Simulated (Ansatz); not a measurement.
## GaGe3 under changes of volume

One of the cells (19.580 Å³/atom); the others are scaled copies at fixed shape and fractional positions:

```xyz
4
Lattice="4.2785 0.0000 0.0000 0.0000 4.2785 0.0000 0.0000 0.0000 4.2785" Properties=species:S:1:pos:R:3 pbc="T T T"
Ge    2.1392    2.1392    0.0000
Ge    2.1392    0.0000    2.1392
Ge    0.0000    2.1392    2.1392
Ga    0.0000    0.0000    0.0000
```

The cell comes from a database or a generator and needn't be the stable form of this composition.

- Program: Ansatz 0.2.0
- Functional: PBEsol
- Potentials or basis: Ansatz PAW
- Cutoff: 420 eV (not typed: the program's choice for these potentials)
- k mesh: 6 × 6 × 6
- Occupations: fermi-dirac, width 0.05 eV
- Spin: no spin polarisation

```csv
volume (Å³/atom),energy over the lowest point (meV/atom),pressure (GPa)
18.405,0.00,0.2
18.796,1.12,-1.1
19.188,?,?
19.580,12.46,-3.4
19.971,21.99,-4.4
20.363,33.76,-5.2
20.754,47.48,-6.0
```

What does the run at 19.188 Å³/atom give?

Energy over the lowest point 5.41 meV/atom; pressure -2.4 GPa.

Worked out: A Birch-Murnaghan fit of order 3 (a polynomial in V^(-2/3)) to the other rows has its minimum at 18.47 Å³/atom with B0 = V·E''(V) = 67 GPa and B' = 4.5. It gives 5.39 meV/atom at 19.188 Å³/atom, against the run's 5.41, and -dE/dV = -2.3 GPa, against -2.4.

Energies are extrapolated to zero smearing.

Caveats: the PAW data sets come from PBE, with cores solved anew for the run's functional, which leaves a small shift of forces and pressure.
